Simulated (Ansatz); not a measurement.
I need energies of removing a hydrogen of CH₄Cl₂Si, SMILES ClC[SiH2]Cl. Use Ansatz's Python interface. Level of theory (for the species named): Hartree-Fock, cc-pVTZ basis, multiplicity 1.

```yaml
atoms:
  - { symbol: Cl, position_ang: [-1.6005, 1.5421, -0.1613] }
  - { symbol: C, position_ang: [0.0057, 0.9372, -0.2032] }
  - { symbol: Si, position_ang: [-0.0481, -0.8565, 0.1610] }
  - { symbol: Cl, position_ang: [1.9784, -1.5748, 0.1330] }
  - { symbol: H, position_ang: [0.5942, 1.4979, 0.5129] }
  - { symbol: H, position_ang: [0.4214, 1.1616, -1.1954] }
  - { symbol: H, position_ang: [-0.5182, -1.1429, 1.5384] }
  - { symbol: H, position_ang: [-0.7407, -1.6216, -0.8411] }
```

The script, `bde_ch4cl2si.py`:
```python
"""Cost of removing each kind of hydrogen from CH4Cl2Si, fragments frozen."""

import ansatz


def total_energy(molecule, charge=0, unpaired=0):
    calc = molecule.calculation().basis(gaussian="cc-pVTZ").functional("HF")
    if charge:
        calc = calc.charge(charge)
    if unpaired:
        calc = calc.spin("collinear", total=unpaired)
    return calc.run(threads=1, pin="off").report["free_energy_ev"]

def without(molecule, index):
    rest = ansatz.Crystal.molecule()
    for i, site in enumerate(molecule.cartesian_sites):
        if i != index:
            rest = rest.atom(site.symbol, site.position_ang)
    return rest

geometry_ang = [
    ("Cl", (-1.6005, 1.5421, -0.1613)),
    ("C", (0.0057, 0.9372, -0.2032)),
    ("Si", (-0.0481, -0.8565, 0.161)),
    ("Cl", (1.9784, -1.5748, 0.133)),
    ("H", (0.5942, 1.4979, 0.5129)),
    ("H", (0.4214, 1.1616, -1.1954)),
    ("H", (-0.5182, -1.1429, 1.5384)),
    ("H", (-0.7407, -1.6216, -0.8411)),
]
geometry = ansatz.Crystal.molecule()
for symbol, xyz in geometry_ang:
    geometry = geometry.atom(symbol, xyz)

whole = total_energy(geometry, 0)
hydrogen = total_energy(ansatz.Crystal.molecule().atom("H", (0, 0, 0)), 0, 1)
print(f"E(molecule) = {whole:.5f} eV, E(H) = {hydrogen:.5f} eV")
for index in [5, 7]:
    radical = total_energy(without(geometry, index), 0, 1)
    print(f"H{index}: homolysis {(radical + hydrogen - whole):.3f} eV")
    anion = total_energy(without(geometry, index), -1)
    print(f"H{index}: loss of a proton {(anion - whole):.3f} eV")
```

Running `python bde_ch4cl2si.py` prints:
```text
E(molecule) = -33966.52035 eV, E(H) = -13.60052 eV
H5: homolysis 3.633 eV
H5: loss of a proton 17.022 eV
H7: homolysis 3.339 eV
H7: loss of a proton 16.793 eV
```

Notes:
- Total energies depend on the basis set; only differences at equal settings carry meaning.
- The geometry is a force-field or estimated start, not a minimum of this method, and the basis set is short of its limit. All parts are taken at fixed geometry, without zero-point energy.
- Hartree-Fock leaves correlation out, so bond, atomisation and ionisation energies come out well too low.
- Anions want diffuse functions, which this basis lacks.
- Run time: 15 s on 1 thread of Intel(R) Xeon(R) 6975P-C (Granite Rapids) (shared host), peak memory 0.58 GiB.

(Lines on the test bed's own set-up are left out of the output.)
